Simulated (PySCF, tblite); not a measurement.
# C₆H₅NO₂: geometry, infrared bands, NMR shifts, spin-spin couplings, electronic excitations and core binding energies

Aim: predict the infrared bands, NMR shifts, spin-spin couplings, electronic excitations and core binding energies of C₆H₅NO₂ (`O=C(O)c1ccccn1`).

Programs: tblite 0.8.0 and PySCF 2.14.0, with density-fitted response routines of our own. Each step states its level of theory. These are calculated values for one molecule in the gas phase, unless marked as measured. Atoms count from 0, in the outputs and in this text.

## 1. Starting geometry

14 atoms, charge 0, multiplicity 1; geometry from: force field or distance geometry start.

Bonds of the start (Å): O0–C1 1.23, C1–O2 1.35, C1–C3 1.49, C3–C4 1.40, C4–C5 1.40, C5–C6 1.39, C6–C7 1.38, C7–N8 1.35, N8–C3 1.36, O2–H9 0.96, C4–H10 1.08, C5–H11 1.09, C6–H12 1.09, C7–H13 1.10.

## 2. Geometry optimisation with GFN2-xTB

What the job is given:

```
{"job": {"kind": "relax", "xc": "GFN2-xTB", "basis": "xTB"}, "charge": 0, "multiplicity": 1}
O      2.758100     0.664900     0.688000
C      2.084700    -0.038000    -0.061400
O      2.695600    -0.927200    -0.875300
C      0.598800    -0.037500    -0.158800
C     -0.122700     0.825100     0.667200
C     -1.515500     0.821400     0.562800
C     -2.128100    -0.043500    -0.331700
C     -1.325300    -0.876000    -1.091800
N      0.021200    -0.905100    -1.028700
H      3.638800    -0.816100    -0.705800
H      0.382500     1.493200     1.347300
H     -2.108200     1.486800     1.185000
H     -3.214100    -0.072300    -0.414300
H     -1.766400    -1.576200    -1.809700
```

Launch:

```bash
$ OMP_NUM_THREADS=1 python probes_run.py task.json out
```

This one command runs all jobs of the session in turn.

**Question.** This job is followed by: GFN2-xTB harmonic vibrations, gas phase; PBE0-D3(BJ)/def2-SVP geometry optimisation, gas phase; GIAO PBE0/pcSseg-1 NMR shielding, non-relativistic, gas phase; B3LYP/pcJ-1 indirect spin-spin coupling, non-relativistic, gas phase; TDDFT wB97X-D/def2-SVPD, vertical, gas phase, core orbitals frozen in the response; GIAO WP04/pcSseg-1 NMR shielding, non-relativistic, gas phase; delta-SCF UKS SCAN, pcX-2 on the ionised atom, pcseg-1 elsewhere, spin-free X2C. What will the session give for the following? strongest single infrared mode (GFN2-xTB); zero-point energy (GFN2-xTB); point group; rotational constants (main isotopes); ¹³C shifts against TMS (PBE0/pcSseg-1); ¹H shifts against TMS (PBE0/pcSseg-1); ¹⁷O shifts against H2O (PBE0/pcSseg-1); ¹⁵N shifts against NH3 (PBE0/pcSseg-1); largest coupling of the table (B3LYP/pcJ-1); lowest singlet (wB97X-D/def2-SVPD); brightest single state of those computed; lowest triplet; vertical ionisation energy (ΔSCF); vertical electron affinity (ΔSCF); C1s binding energies, SCAN/pcX-2; O1s binding energies, SCAN/pcX-2; N1s binding energies, SCAN/pcX-2; range of the shift of O0.

The runs gave:

```
                                   quantity                                                                value
  strongest single infrared mode (GFN2-xTB)                                                1757 cm⁻¹, 424 km/mol
               zero-point energy (GFN2-xTB)                                                        62.1 kcal/mol
                                point group                                                                   Cs
       rotational constants (main isotopes)                                                 3.99, 1.27, 0.96 GHz
     ¹³C shifts against TMS (PBE0/pcSseg-1)                         169.7, 154.9, 151.5, 141.7, 132.4, 132.0 ppm
      ¹H shifts against TMS (PBE0/pcSseg-1)                                     8.88, 8.47, 7.91, 7.37, 6.05 ppm
     ¹⁷O shifts against H2O (PBE0/pcSseg-1)                                                     409.2, 205.8 ppm
     ¹⁵N shifts against NH3 (PBE0/pcSseg-1)                                                            365.5 ppm
largest coupling of the table (B3LYP/pcJ-1)                                             ¹J(C,H) C7–H13, 188.9 Hz
         lowest singlet (wB97X-D/def2-SVPD)                                          4.44 eV (279 nm), f = 0.001
   brightest single state of those computed                                          state 7, 7.21 eV, f = 0.388
                             lowest triplet                                                              3.93 eV
          vertical ionisation energy (ΔSCF)                                                              9.77 eV
          vertical electron affinity (ΔSCF)                                                              0.04 eV
           C1s binding energies, SCAN/pcX-2  C1 294.63, C3 291.79, C7 291.58, C5 291.21, C6 290.94, C4 290.88 eV
           O1s binding energies, SCAN/pcX-2                                              O2 539.87, O0 537.57 eV
           N1s binding energies, SCAN/pcX-2                                                         N8 404.91 eV
                   range of the shift of O0                                                   398.8 to 409.2 ppm
```

What this shows: Relaxing lowered the energy by 0.118 eV in 26 steps; the close pair that moved most is C7–N8, from 1.348 to 1.317 Å (GFN2-xTB). No mode is imaginary among the 36: a minimum at this level. The strongest single mode, at 1757 cm⁻¹, moves mainly C1 and O0. Unscaled tight-binding wavenumbers are off by several per cent, some by more. Its intensities can rank the bands wrongly. C1 (carboxylic acid carbon) lies farthest downfield among carbon, at 169.7 ppm; it is a carbonyl in resonance with an O or N lone pair, the region of acids, esters and amides. In the run at B3LYP/pcJ-1, the largest coupling of the table is C7–H13, 188.9 Hz, of which the Fermi-contact term gives 188.2 Hz. Couplings across rotatable bonds belong to this one conformer; where others are populated, the observed values are averages. The acid proton is that of the lone molecule; in solution hydrogen bonds move it to about 10 to 13 ppm. The first singlet state (HOMO→LUMO 0.96) lies at 4.44 eV and is weak; of the 10 states computed, the strongest absorption comes from state 7 at 7.21 eV. The lowest triplet lies 0.51 eV below the lowest singlet (triplets in Tamm-Dancoff, singlets in full TDDFT). The C1s levels kept as sound span 3.75 eV, from C4 (aromatic CH) up to C1 (carboxylic acid carbon). O2 (acid hydroxyl oxygen) binds its O1s electron 2.30 eV more tightly than O0 (carbonyl oxygen).
